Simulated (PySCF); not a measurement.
# KSe+: from the state search to spectroscopic constants

One table from this session's results is given with a row withheld; the runs are named, their logs left out.

Method: K def2-SVP, Se def2-SVP, no relativity; program: PySCF 2.14.0.

The first run:

The job is set up so:

* atoms: K, Se
* charge: 1
* basis: K def2-SVP, Se def2-SVP
* Hamiltonian: no relativity
* basis functions: 56
* electrons treated: 52
* masses in u: 38.9637, 79.9165
* levels: PBE0, PBE, r²SCAN, B3LYP, TPSSh, revPBE, HF, MP2, SCS-MP2, CCSD, CCSD(T)
* grid: 80 radial by 434 angular points
* occupations: held fixed by the projection of orbital angular momentum
* dissociation limit: K+ + Se, each in its ground configuration
* starting distance in angstrom: 3.160
* values of 2S to try: 0, 2

On the command line:

```sh
$ OMP_NUM_THREADS=1 python dia.py task.json out
```

Among the steps run: Set-up; PBE0 along the bond; Excited determinants; PBE (GGA); r²SCAN (meta-GGA); B3LYP (global hybrid GGA); TPSSh (hybrid meta-GGA); revPBE (GGA); UHF (mean field); Adding correlation.

One of the session's tables, all rows but one given; the rest of the session is left out.

It belongs to the step «The curves together». Energy (eV) from each level's lowest point:

| R (Å) | UHF | UHF-MP2 | UHF-SCS-MP2 | UHF-CCSD | UHF-CCSD(T) |
| --- | --- | --- | --- | --- | --- |
| 3.013 | 0.243 | 0.207 | 0.216 | n/a | n/a |
| 3.153 | 0.119 | 0.095 | 0.101 | 0.100 | 0.100 |
| 3.293 | ? | ? | ? | ? | ? |
| 3.398 | 0.019 | 0.010 | 0.013 | 0.012 | 0.012 |
| 3.503 | 0.004 | 0.000 | 0.001 | 0.001 | 0.001 |
| 3.608 | 0.000 | 0.000 | 0.000 | 0.000 | 0.000 |
| 3.748 | 0.005 | 0.011 | 0.009 | 0.010 | 0.010 |
| 3.923 | 0.023 | 0.035 | 0.032 | 0.033 | 0.034 |
| 4.133 | 0.052 | 0.071 | 0.067 | 0.070 | 0.071 |
| 4.414 | 0.095 | 0.123 | 0.118 | n/a | n/a |

Estimate the missing values for R (Å) = 3.293.

Worked estimate for «UHF». A straight line through the neighbours (3.153, 0.119) and (3.398, 0.019) gives 0.119 + (0.019 − 0.119) × (3.293 − 3.153) / (3.398 − 3.153) = 0.062; a parabola fitted to 4 rows on both sides gives 0.045.

As computed: UHF: 0.048; UHF-MP2: 0.034; UHF-SCS-MP2: 0.038; UHF-CCSD: 0.037; UHF-CCSD(T): 0.037. In «UHF» the line misses by +0.014 and the parabola by -0.003.

State 2 has its PBE0 minimum 0.36 eV higher. The other levels ran on the lowest alone.
